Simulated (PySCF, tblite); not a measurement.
# C2H4Ge, a small molecule taken as a stand-in for a surface group (germyl): NMR shifts, core binding energies and electronic excitations

Wanted: the NMR shifts, core binding energies and electronic excitations for `C#[C][GeH3]`.

Programs: tblite 0.8.0 and PySCF 2.14.0. All values are calculated, for the isolated system unless a continuum is named. Atoms count from 0, parts from 1.

### Step 1. Starting point

7 atoms, charge 0, multiplicity 1; geometry: distance geometry start.

### Step 2. Geometry optimisation with GFN2-xTB

Job settings and geometry (Å):

```
{"job": {"kind": "relax", "xc": "GFN2-xTB", "basis": "xTB"}, "charge": 0, "multiplicity": 1}
Ge    -0.753767     0.941300     1.435014
C     -1.383542     0.239925    -0.213060
C     -1.638900    -0.292119    -1.560115
H      0.384002     0.094441     1.977809
H     -0.209201     2.357482     1.206443
H     -1.863807     0.997761     2.447302
H     -1.625760    -0.685614    -2.512719
```

Method: GFN2-xTB geometry optimisation, gas phase.

Started as:

```bash
> OMP_NUM_THREADS=1 python cluster_run.py task.json out
```

The driver reads the jobs from task.json and runs them one after another.

Output:

```text
step      E/eV     max force
  0    -219.39921   13.924
  1    -221.31327    4.967
  2    -221.48366    2.639
  3    -221.61391    1.826
  4    -221.68768    1.301
  5    -221.71812    1.183
  6    -221.75507    0.862
  7    -221.76551    0.546
  8    -221.77781    0.282
  9    -221.78183    0.268
 10    -221.79275    0.263
 11    -221.79532    0.145
 12    -221.79616    0.075
 13    -221.79653    0.082
 14    -221.79732    0.120
 15    -221.79857    0.172
 16    -221.80013    0.179
 17    -221.80134    0.105
 18    -221.80197    0.086
 19    -221.80246    0.088
 20    -221.80344    0.141
 21    -221.80467    0.161
 22    -221.80550    0.096
 23    -221.80571    0.024
 24    -221.80574    0.014
 25    -221.80575    0.014
 26    -221.80576    0.012
 27    -221.80577    0.009
 28    -221.80578    0.004
```

Wall time 0.46 s (1 thread of Arm Neoverse N1, shared host).

The steps of the relaxation:

| step | energy from step 0 (eV) | largest force (eV/Å) |
| --- | --- | --- |
| 0 | 0.0000 | 13.9240 |
| 1 | -1.9141 | 4.9667 |
| 2 | -2.0844 | 2.6391 |
| 3 | -2.2147 | 1.8261 |
| 4 | -2.2885 | 1.3010 |
| 5 | -2.3189 | 1.1830 |
| 6 | -2.3559 | 0.8620 |
| 7 | -2.3663 | 0.5456 |
| 8 | -2.3786 | 0.2817 |
| 9 | -2.3826 | 0.2676 |
| 10 | -2.3935 | 0.2633 |
| 11 | -2.3961 | 0.1444 |
| 12 | -2.3969 | 0.0754 |
| 13 | -2.3973 | 0.0824 |
| 14 | -2.3981 | 0.1203 |
| 15 | -2.3994 | 0.1726 |
| 16 | -2.4009 | 0.1785 |
| 17 | -2.4021 | 0.1045 |
| 18 | -2.4028 | 0.0862 |
| 19 | -2.4032 | 0.0888 |
| 20 | -2.4042 | 0.1406 |
| 21 | -2.4055 | 0.1607 |
| 22 | -2.4063 | 0.0956 |
| 23 | -2.4065 | 0.0237 |
| 24 | -2.4065 | 0.0146 |
| 25 | -2.4065 | 0.0140 |
| 26 | -2.4065 | 0.0123 |
| 27 | -2.4066 | 0.0086 |
| 28 | -2.4066 | 0.0037 |

Distances of close pairs at the start and the end, largest changes first:

| bond | before (Å) | after (Å) | change (Å) |
| --- | --- | --- | --- |
| C1–C2 | 1.471 | 1.203 | -0.268 |
| Ge0–H4 | 1.534 | 1.491 | -0.043 |
| Ge0–H3 | 1.519 | 1.491 | -0.028 |
| C2–H6 | 1.031 | 1.053 | +0.022 |
| Ge0–H5 | 1.503 | 1.491 | -0.013 |
| Ge0–C1 | 1.899 | 1.890 | -0.008 |

### Step 3. Optimising the geometry at PBE0-D3(BJ)/def2-SVP

Job settings and geometry (Å):

```
{"job": {"xc": "PBE0", "basis": "def2-SVP", "d3": "d3bj", "grid": 2, "kind": "geom", "shake": 0.01}, "charge": 0, "multiplicity": 1}
Ge     0.299659     0.386568     0.982518
C     -0.208230    -0.302426    -0.708105
C     -0.528824    -0.751653    -1.786806
H      1.393602    -0.428053     1.561308
H      0.762437     1.802586     0.780728
H     -0.921899     0.405760     1.864280
H     -0.766128    -1.146786    -2.716772
```

Output:

```text
step   0  E = -2154.85578081  max force = 0.029100
step   1  E = -2154.85865623  max force = 0.003867
step   2  E = -2154.85881218  max force = 0.000572
step   3  E = -2154.85881398  max force = 0.000236
optimisation converged
```

Run time: 18 s. Hardware: 1 thread of Arm Neoverse N1, shared host; peak memory 0.4 GiB.

Step by step:

| step | energy from step 0 (eV) | largest force component (eV/Å) |
| --- | --- | --- |
| 0 | 0.0000 | 1.4964 |
| 1 | -0.0782 | 0.1988 |
| 2 | -0.0825 | 0.0294 |
| 3 | -0.0825 | 0.0121 |

Close pairs (by a distance rule), those that changed most:

| bond | before (Å) | after (Å) | change (Å) |
| --- | --- | --- | --- |
| Ge0–H3 | 1.482 | 1.535 | +0.054 |
| C2–H6 | 1.038 | 1.076 | +0.038 |
| Ge0–H4 | 1.503 | 1.535 | +0.032 |
| Ge0–H5 | 1.507 | 1.535 | +0.029 |
| Ge0–C1 | 1.895 | 1.901 | +0.006 |
| C1–C2 | 1.212 | 1.216 | +0.004 |

The end geometry stands in the next job.

| at the end point | value |
| --- | --- |
| point group (found at 0.08 Å tolerance) | C3v |
| rotational constants (GHz, main isotopes) | 79.137, 3.541, 3.541 |
| dipole moment (D) | 0.01 |

### Step 4. Shielding tensors: PBE0/pcSseg-2

Job settings and geometry (Å):

```
{"job": {"kind": "nmr", "xc": "PBE0", "basis": "pcSseg-2"}, "charge": 0, "multiplicity": 1}
Ge     0.274618     0.434303     1.023079
C     -0.207347    -0.294152    -0.665113
C     -0.512830    -0.753003    -1.748840
H      1.394870    -0.422462     1.630303
H      0.763919     1.875307     0.818901
H     -0.956911     0.419940     1.939973
H     -0.781427    -1.162275    -2.706609
```

Level: GIAO PBE0/pcSseg-2 NMR shielding, non-relativistic, gas phase.

Output:

```text
coarse grid: 27664 points
cycle   1  E = -2155.1727815140  dE = -5.584e-01  |g| = 1.065e+00  |ddm| = 1.967e+00
cycle   2  E = -2155.1350834039  dE =  3.770e-02  |g| = 1.205e+00  |ddm| = 7.233e-01
cycle   3  E = -2155.2427111731  dE = -1.076e-01  |g| = 9.945e-02  |ddm| = 4.425e-01
cycle   4  E = -2155.2430703255  dE = -3.592e-04  |g| = 4.202e-02  |ddm| = 5.433e-02
cycle   5  E = -2155.2434782085  dE = -4.079e-04  |g| = 1.193e-02  |ddm| = 3.376e-02
cycle   6  E = -2155.2435102032  dE = -3.199e-05  |g| = 2.520e-03  |ddm| = 9.239e-03
cycle   7  E = -2155.2435119860  dE = -1.783e-06  |g| = 3.932e-04  |ddm| = 3.161e-03
final grid: 56944 points
cycle   8  E = -2155.2435333900  dE = -8.299e-10  |g| = 4.248e-04  |ddm| = 2.507e-03
cycle   9  E = -2155.2435333177  dE =  7.230e-08  |g| = 6.900e-04  |ddm| = 1.028e-03
cycle  10  E = -2155.2435334363  dE = -1.185e-07  |g| = 1.730e-04  |ddm| = 5.747e-04
cycle  11  E = -2155.2435334439  dE = -7.651e-09  |g| = 1.793e-05  |ddm| = 1.392e-04
cycle  12  E = -2155.2435334440  dE = -5.048e-11  |g| = 3.879e-06  |ddm| = 9.816e-06
converged SCF energy = -2155.2435334440

GIAO shielding tensors (ppm)
atom      isotropic    diamagn.    paramagn.     s11        s22        s33       span
  0 Ge    1606.221    2755.833   -1149.612   1580.545   1580.820   1657.298     76.753
  1 C       98.987     257.892    -158.905      2.348      2.360    292.252    289.904
  2 C       79.191     262.725    -183.534     -8.551     -8.540    254.664    263.215
  3 H       27.005      28.220      -1.215     20.680     22.364     37.970     17.289
  4 H       26.999      28.224      -1.225     20.675     22.362     37.961     17.286
  5 H       27.006      28.200      -1.194     20.682     22.361     37.975     17.293
  6 H       29.253      31.511      -2.258     24.177     24.177     39.406     15.229
```

Run time: 29 s. Hardware: 1 thread of Arm Neoverse N1, shared host; peak memory 0.76 GiB.

Shifts follow as δ = σ(reference) − σ, with reference shieldings (ppm) from runs at the same level and on the same kind of geometry: ¹H TMS 31.25, ¹³C TMS 184.1, ⁷³Ge GeMe4 1337. The references are single molecules in the gas phase. Atoms listed in one row are averaged.

| atoms | environment | σ (ppm) | δ (ppm) |
| --- | --- | --- | --- |
| C2 | carbon bonded to C, H | 79.2 | 104.9 |
| C1 | carbon bonded to C, Ge | 99.0 | 85.1 |
| H3, H4, H5 | hydrogen on a germanium bonded to C | 27.00 | 4.24 |
| H6 | hydrogen on a carbon bonded to C | 29.25 | 1.99 |
| Ge0 | germanium bonded to C, 3 H | 1606 | -269 |

The run also stored atomic charges by several schemes (e):

| atoms | Mulliken | IAO | Hirshfeld | ESP fit |
| --- | --- | --- | --- | --- |
| Ge0 | 0.30 | 0.52 | 0.34 | 0.22 |
| C1 | -0.09 | -0.30 | -0.16 | -0.03 |
| C2 | -0.07 | -0.20 | -0.10 | -0.43 |

Mayer bond orders: Ge0–C1 1.06, C1–C2 2.63.

Orbitals, density, ELF and potential are computed afterwards from the orbital file.

Frontier orbitals at PBE0/pcSseg-2, with the share of their density that lies nearest to each atom:

| orbital | energy (eV) | lies on |
| --- | --- | --- |
| HOMO | -8.16 | C1, C2 about 42 % each; H4 6 % |
| LUMO | 0.08 | C1, C2 about 27 % each; H4, H6 about 12 % each; Ge0 10 % |

ELF in a plane through or near 4 of the atoms.

Ten even steps from ' ' (0.00) to '@' (1.00):
```
                                                        
                                                        
                                                        
                    ..                                  
                ..====::                                
              ..++####++..      ..::::..                
              ::**%%%%**::  ..--==++==--::..            
              ::++**++--::--++****##**++++**==::        
              ..----..--..++%%**##%%****@@@@@@##..      
                ::..****--**@@::::%%==--@@@@@@@@::      
                ::..**++--**@@::::%%**--@@@@@@@@::      
              ..==--..--..**%%**##%%****@@@@@@##        
              ==%%@@%%++----++****##**++++**==::        
            ..##@@@@@@@@==  ..::==++==--::..            
              **@@@@@@@@==      ..::::..                
              ::%%@@@@%%::                              
                --**##==                                
                                                        
                                                        
                                                        
```
The map spans 11.4 Å across and 7.9 Å up, centred on the molecule. Atoms in the plane (x, y in Å): Ge0 (-1.1, 0.0), C1 (0.8, 0.0), C2 (2.0, 0.0), H6 (3.1, 0.0).

On the surface of density 0.002 e/bohr³ the electrostatic potential runs, from the 1st to the 99th percentile, from -0.77 V near C2 to 1.73 V near H6.

### Step 5. Core-electron binding energies: SCAN, X2C

The job, as its differences from that of step 4:

```diff
@@ -1,2 +1,2 @@
-{"job": {"kind": "nmr", "xc": "PBE0", "basis": "pcSseg-2"}, "charge": 0, "multiplicity": 1}
+{"job": {"kind": "xps", "holes": 5}, "charge": 0, "multiplicity": 1}
 Ge     0.274618     0.434303     1.023079
```

Method: delta-SCF UKS SCAN, pcX-2 on the ionised atom, pcseg-1 elsewhere, spin-free X2C.

Output:

```text
ground state, core basis on atom 1 (C), 106 functions
  cycle   1  E = -2172.44122903  |g| = 4.17e-01
  cycle   2  E = -2172.40868914  |g| = 5.22e-01
  cycle   3  E = -2172.48422217  |g| = 9.37e-02
  cycle   4  E = -2172.48498711  |g| = 7.30e-02
  cycle   5  E = -2172.48646323  |g| = 9.67e-03
  cycle   6  E = -2172.48649311  |g| = 1.71e-03
  cycle   7  E = -2172.48649711  |g| = 5.84e-04
  cycle   8  E = -2172.48649374  |g| = 7.45e-05
  E(ground) = -2172.61927184 Eh
hole in C 1s of atom 1
  cycle   1  E = -2161.23820632  |g| = 1.51e+00
  cycle   2  E = -2160.13836828  |g| = 2.01e+00
  cycle   3  E = -2161.43939067  |g| = 8.96e-01
  cycle   4  E = -2161.75243401  |g| = 3.22e-01
  cycle   5  E = -2161.81046400  |g| = 6.73e-02
  cycle   6  E = -2161.81405435  |g| = 1.77e-02
  cycle   7  E = -2161.81468979  |g| = 1.04e-02
  cycle   8  E = -2161.81507129  |g| = 6.32e-03
  cycle   9  E = -2161.81521087  |g| = 2.73e-03
  cycle  10  E = -2161.81522619  |g| = 8.90e-04
  cycle  11  E = -2161.81522820  |g| = 3.64e-04
  E(ion) = -2161.94721149 Eh   <S^2> = 0.8672   hole on atom = 1.000   binding energy = 290.402 eV
ground state, core basis on atom 2 (C), 106 functions
  cycle   1  E = -2172.48472437  |g| = 6.26e-02
  cycle   2  E = -2172.48302961  |g| = 8.51e-02
  cycle   3  E = -2172.48424784  |g| = 5.11e-02
  cycle   4  E = -2172.48494876  |g| = 1.54e-03
  cycle   5  E = -2172.48494804  |g| = 4.69e-04
  E(ground) = -2172.61793746 Eh
hole in C 1s of atom 2
  cycle   1  E = -2161.23337169  |g| = 1.50e+00
  cycle   2  E = -2159.45282526  |g| = 2.20e+00
  cycle   3  E = -2161.68539485  |g| = 4.18e-01
  cycle   4  E = -2161.78000809  |g| = 2.00e-01
  cycle   5  E = -2161.79875182  |g| = 1.52e-01
  cycle   6  E = -2161.80968182  |g| = 2.37e-02
  cycle   7  E = -2161.81027945  |g| = 1.11e-02
  cycle   8  E = -2161.81056087  |g| = 7.42e-03
  cycle   9  E = -2161.81077117  |g| = 3.59e-03
  cycle  10  E = -2161.81078392  |g| = 1.28e-03
  cycle  11  E = -2161.81078481  |g| = 3.50e-04
  E(ion) = -2161.94290113 Eh   <S^2> = 0.8540   hole on atom = 1.000   binding energy = 290.483 eV
```

It took 12 s on 1 thread of Arm Neoverse N1, shared host; peak memory 0.4 GiB.

The holes in one table. −ε is the ground-state orbital energy:

| hole | stands for | environment | ΔSCF (eV) | −ε (eV) | ⟨S²⟩ |
| --- | --- | --- | --- | --- | --- |
| C1s on C1 | C1 | carbon bonded to C, Ge | 290.40 (doubtful) | 273.7 | 0.867 |
| C1s on C2 | C2 | carbon bonded to C, H | 290.48 (doubtful) | 273.8 | 0.854 |

Doubtful: the ion did not converge, its hole moved, or its ⟨S²⟩ is well above 0.75.

### Step 6. TDDFT and polarisability: CAM-B3LYP/def2-SVPD

The job, as its differences from that of step 5:

```diff
@@ -1,2 +1,2 @@
-{"job": {"kind": "xps", "holes": 5}, "charge": 0, "multiplicity": 1}
+{"job": {"kind": "uv", "xc": "CAM-B3LYP", "basis": "def2-SVPD", "nstates": 6, "ntriplets": 2, "ip": true}, "charge": 0, "multiplicity": 1}
 Ge     0.274618     0.434303     1.023079
```

With the program's defaults for keys left out, this is: TDDFT CAM-B3LYP/def2-SVPD, vertical, gas phase, core orbitals frozen in the response.

Output:

```text
coarse grid: 27664 points
cycle   1  E = -2155.2587385529  dE = -5.044e-01  |g| = 4.700e-01  |ddm| = 5.836e+00
cycle   2  E = -2155.2681836889  dE = -9.445e-03  |g| = 4.534e-01  |ddm| = 1.448e+00
cycle   3  E = -2155.2943373367  dE = -2.615e-02  |g| = 2.883e-02  |ddm| = 6.027e-01
cycle   4  E = -2155.2943771359  dE = -3.980e-05  |g| = 2.542e-02  |ddm| = 1.478e-01
cycle   5  E = -2155.2945300954  dE = -1.530e-04  |g| = 7.051e-03  |ddm| = 4.088e-02
cycle   6  E = -2155.2945422336  dE = -1.214e-05  |g| = 1.123e-03  |ddm| = 1.887e-02
cycle   7  E = -2155.2945425990  dE = -3.654e-07  |g| = 1.489e-04  |ddm| = 3.851e-03
final grid: 56944 points
cycle   8  E = -2155.2945459330  dE = -7.450e-09  |g| = 1.253e-04  |ddm| = 1.150e-03
cycle   9  E = -2155.2945459339  dE = -9.327e-10  |g| = 1.185e-04  |ddm| = 3.718e-04
cycle  10  E = -2155.2945459356  dE = -1.739e-09  |g| = 7.441e-06  |ddm| = 1.440e-04
cycle  11  E = -2155.2945459356  dE = -4.093e-12  |g| = 4.689e-06  |ddm| = 1.970e-05
converged SCF energy = -2155.2945459356

Static polarisability (au): isotropic 53.386, principal 44.597 44.599 70.961

Singlet excitations
state   eV       nm        f      main configurations
  1   6.1054    203.1   0.00000   H-1->L+1 0.37, H->L+2 0.37
  2   6.3674    194.7   0.00124   H->L+2 0.39, H-1->L+1 0.39
  3   6.3680    194.7   0.00114   H-1->L+2 0.39, H->L+1 0.39
  4   7.5912    163.3   0.00084   H->L 0.83, H->L+3 0.09
  5   7.5921    163.3   0.00081   H-1->L 0.83, H-1->L+3 0.09
  6   8.2407    150.5   0.01181   H->L+3 0.80

Triplet excitations (Tamm-Dancoff, eV): 5.0014 5.4858
Vertical ionisation energy (delta-SCF) = 10.5586 eV
```

Run time: 20 s. Hardware: 1 thread of Arm Neoverse N1, shared host; peak memory 0.51 GiB.

Frontier orbitals and where they lie:

| orbital | eV | atoms |
| --- | --- | --- |
| HOMO−3 | -11.52 | Ge0 40 %, H4 24 %, H5 19 % |
| HOMO−2 | -11.52 | Ge0 40 %, H3 28 %, H5 11 % |
| HOMO−1 | -9.50 | C1 40 %, C2 40 %, Ge0 8 % |
| HOMO | -9.50 | C1 40 %, C2 40 %, Ge0 8 % |
| LUMO | 0.87 | Ge0 58 %, H4 9 %, H3 9 % |
| LUMO+1 | 1.19 | C2 27 %, Ge0 26 %, C1 26 % |
| LUMO+2 | 1.19 | C2 27 %, Ge0 26 %, C1 26 % |

With each of the 6 states as a Gaussian band of 0.4 eV half-width at 1/e, the curve within the window shown has maxima at 195 nm (ε 96), 150 nm (ε 480) L/(mol cm). Beyond the last state computed it falls off for lack of states. The curve at chosen wavelengths:

```json
{"nm": "145", "ε (L/mol/cm)": "273"}
{"nm": "148", "ε (L/mol/cm)": "434"}
{"nm": "151", "ε (L/mol/cm)": "480"}
{"nm": "155", "ε (L/mol/cm)": "348"}
{"nm": "158", "ε (L/mol/cm)": "220"}
{"nm": "161", "ε (L/mol/cm)": "136"}
{"nm": "164", "ε (L/mol/cm)": "91"}
{"nm": "167", "ε (L/mol/cm)": "62"}
{"nm": "171", "ε (L/mol/cm)": "33"}
{"nm": "174", "ε (L/mol/cm)": "20"}
{"nm": "177", "ε (L/mol/cm)": "15"}
{"nm": "180", "ε (L/mol/cm)": "21"}
{"nm": "183", "ε (L/mol/cm)": "36"}
{"nm": "187", "ε (L/mol/cm)": "64"}
{"nm": "190", "ε (L/mol/cm)": "83"}
{"nm": "193", "ε (L/mol/cm)": "95"}
{"nm": "196", "ε (L/mol/cm)": "95"}
{"nm": "199", "ε (L/mol/cm)": "85"}
{"nm": "203", "ε (L/mol/cm)": "62"}
{"nm": "206", "ε (L/mol/cm)": "44"}
{"nm": "209", "ε (L/mol/cm)": "29"}
{"nm": "212", "ε (L/mol/cm)": "17"}
{"nm": "215", "ε (L/mol/cm)": "10"}
{"nm": "219", "ε (L/mol/cm)": "4"}
{"nm": "222", "ε (L/mol/cm)": "2"}
{"nm": "225", "ε (L/mol/cm)": "1"}
```

Ground-state properties from the same run:

| property | computed |
| --- | --- |
| dipole moment (D) | 0.01 |
| polarisability (Å³) | 7.91 |
| HOMO–LUMO gap (eV) | 10.37 |
| −ε(HOMO) (eV) | 9.50 |

### Step 7. What came out

| quantity | value |
| --- | --- |
| point group | C3v |
| rotational constants (main isotopes) | 79.14, 3.54, 3.54 GHz |
| ¹³C shifts against TMS (PBE0/pcSseg-2) | 104.9, 85.1 ppm |
| ¹H shifts against TMS (PBE0/pcSseg-2, means over atoms taken as alike) | 4.24, 1.99 ppm |
| ⁷³Ge shifts against GeMe4 (PBE0/pcSseg-2) | -269 ppm |
| surface potential, 1st and 99th percentile | -0.77 V and 1.73 V |
| lowest singlet (CAM-B3LYP/def2-SVPD) | 6.11 eV (203 nm), f = 0.000 |
| brightest single state of those computed | state 6, 8.24 eV, f = 0.012 |
| lowest triplet | 5.00 eV |
| vertical ionisation energy (ΔSCF) | 10.56 eV |

What this shows: The optimisation took 3 steps and gained 0.083 eV; among the close pairs (by a distance rule), Ge0–H3 changed most, from 1.482 to 1.535 Å (PBE0/def2-SVP). No frequency check was run at this level, so the end point may be a saddle. At PBE0/pcSseg-2: The widest tensor belongs to C1: span 290 ppm, with a paramagnetic part of -159 ppm. The first singlet state (HOMO−1→LUMO+1 0.37, HOMO→LUMO+2 0.37) lies at 6.11 eV and is dark; of the 6 states computed, the strongest absorption comes from state 6 at 8.24 eV (the last computed, so partners may be missing). The lowest triplet lies 1.10 eV below the lowest singlet (triplets in Tamm-Dancoff, singlets in full TDDFT). The orbital energy would give 9.50 eV for ionisation, ΔSCF gives 10.56 eV. Spin-orbit coupling is left out, which matters for shieldings and couplings at and beside the heavy atoms.
